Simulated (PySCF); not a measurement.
**C3H13BOSi: electronic excitations**

Wanted: the electronic excitations of C3H13BOSi (`CC[BH2-][O+](C)[SiH3]`), by calculation.

Programs: PySCF 2.14.0, with density-fitted response routines of our own. Each step states its level of theory. These are calculated values for one molecule in the gas phase, unless marked as measured. Atoms are numbered from 0 throughout.

### 1 The starting structure

19 atoms, charge 0, multiplicity 1; geometry from: GFN2-xTB.

Bonds of the start (Å): C0–C1 1.53, C1–B2 1.62, B2–O3 1.65, O3–C4 1.41, O3–Si5 1.66, C0–H6 1.09, C0–H7 1.09, C0–H8 1.09, C1–H9 1.09, C1–H10 1.09, B2–H11 1.19, B2–H12 1.19, C4–H13 1.09, C4–H14 1.09, C4–H15 1.09, Si5–H16 1.46, Si5–H17 1.47, Si5–H18 1.46.

### 2 TDDFT and polarisability: CAM-B3LYP/def2-SVPD

The job: settings as JSON, then the geometry in Å.

```
{"job": {"kind": "uv", "xc": "CAM-B3LYP", "basis": "def2-SVPD", "nstates": 8, "ntriplets": 3}, "charge": 0, "multiplicity": 1}
C      1.933146     0.661170    -0.551071
C      1.488732    -0.793568    -0.394865
B      0.303894    -1.029260     0.685740
O     -0.987677    -0.096477     0.254091
C     -1.563509    -0.446755    -0.980341
Si    -1.436175     1.152040     1.247715
H      2.251827     1.062693     0.408936
H      2.766062     0.749558    -1.249864
H      1.118887     1.284027    -0.924037
H      2.351941    -1.378775    -0.067453
H      1.228123    -1.184152    -1.383928
H     -0.133033    -2.137439     0.693330
H      0.562213    -0.611309     1.771465
H     -0.864923    -0.228600    -1.789497
H     -2.488846     0.105887    -1.143575
H     -1.772115    -1.517848    -0.976663
H     -1.880466     0.570269     2.508186
H     -2.560832     1.758583     0.525429
H     -0.327051     2.089206     1.358941
```

Method: TDDFT CAM-B3LYP/def2-SVPD, vertical, gas phase, core orbitals frozen in the response.

On the command line:

```bash
$ OMP_NUM_THREADS=1 python probes_run.py task.json out
```

One launch serves the whole session: the jobs run in the order shown.

Predict these results of the whole session: lowest singlet (CAM-B3LYP/def2-SVPD); brightest single state of those computed; lowest triplet; surface potential, 1st and 99th percentile.

As calculated:

| quantity | value |
| --- | --- |
| lowest singlet (CAM-B3LYP/def2-SVPD) | 6.81 eV (182 nm), f = 0.008 |
| brightest single state of those computed | state 5, 7.91 eV, f = 0.027 |
| lowest triplet | 6.64 eV |
| surface potential, 1st and 99th percentile | -1.14 V and 1.73 V |

What this shows: The first singlet state (HOMO→LUMO 0.86) lies at 6.81 eV and is weak; of the 8 states computed, the strongest absorption comes from state 5 at 7.91 eV. The lowest triplet lies 0.18 eV below the lowest singlet (triplets in Tamm-Dancoff, singlets in full TDDFT).
